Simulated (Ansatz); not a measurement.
# GaOs12: the cost of one run

All numbers below are computed with Ansatz 0.2.0 (DFT PBE, plane waves, PAW, scalar-relativistic, no spin polarisation).

**1. The system as given**

The cell holds 13 atoms (GaOs12): a = 5.480 Å, b = 5.480 Å, c = 15.326 Å, α = 90.00°, β = 90.00°, γ = 60.00°.

Coordinates:

```
CELL_PARAMETERS angstrom
5.48000 0.00000 0.00000
2.74000 4.74582 0.00000
0.00000 0.00000 15.32646
ATOMIC_POSITIONS crystal
Os 0.00000 0.00000 0.06525
Os 0.50000 0.00000 0.06525
Os 0.00000 0.50000 0.06525
Os 0.50000 0.50000 0.06525
Os 0.83333 0.33333 0.20639
Os 0.33333 0.33333 0.20639
Os 0.83333 0.83333 0.20639
Os 0.33333 0.83333 0.20639
Os 0.00000 0.00000 0.34753
Os 0.50000 0.00000 0.34753
Os 0.00000 0.50000 0.34753
Os 0.50000 0.50000 0.34753
Ga 0.32109 0.34170 0.49564
```

**2. End point A**

File input.yaml:

```yaml
crystal:
  lattice:
    - [5.48, 0.0, 0.0]
    - [2.74, 4.745819, 0.0]
    - [0.0, 0.0, 15.32646]
  atoms:
    - { symbol: Os, position: [0.0, 0.0, 0.0652466] }
    - { symbol: Os, position: [0.5, 0.0, 0.0652466] }
    - { symbol: Os, position: [0.0, 0.5, 0.0652466] }
    - { symbol: Os, position: [0.5, 0.5, 0.0652466] }
    - { symbol: Os, position: [-0.1666667, 0.3333333, 0.2063901] }
    - { symbol: Os, position: [0.3333333, 0.3333333, 0.2063901] }
    - { symbol: Os, position: [-0.1666667, 0.8333333, 0.2063901] }
    - { symbol: Os, position: [0.3333333, 0.8333333, 0.2063901] }
    - { symbol: Os, position: [0.0, 0.0, 0.3475336] }
    - { symbol: Os, position: [0.5, 0.0, 0.3475336] }
    - { symbol: Os, position: [0.0, 0.5, 0.3475336] }
    - { symbol: Os, position: [0.5, 0.5, 0.3475336] }
    - { symbol: Ga, position: [0.3210906, 0.3417033, 0.4956435] }
basis:
  ecutwfc: 420.0
kpoints:
  mp_grid: { grid: [4, 4, 1] }
hamiltonian:
  xc: pbe
scf:
  occupations: { method: gaussian, width: 0.05 }
  lower_state_search: "off"
relax:
  f_tol: 0.03
  max_steps: 60
  adjacent_minimum: "off"
  constraints: [{ sites: [0, 1, 2, 3] }]
output:
  write_density: true
  write_potential: true
  elf: true
  volumetric_format: npy
```

On the command line:

```sh
ansatz run input.yaml --threads 4 --pin off --max-ram 10240MiB --backend cpu --events-out ev --progress --plain --runs-dir out
```

Q: Estimate wall time and peak memory on 4 threads of Intel Xeon Platinum 8488C (Sapphire Rapids), shared host.

About 43 s, with a peak of 1.6 GiB.
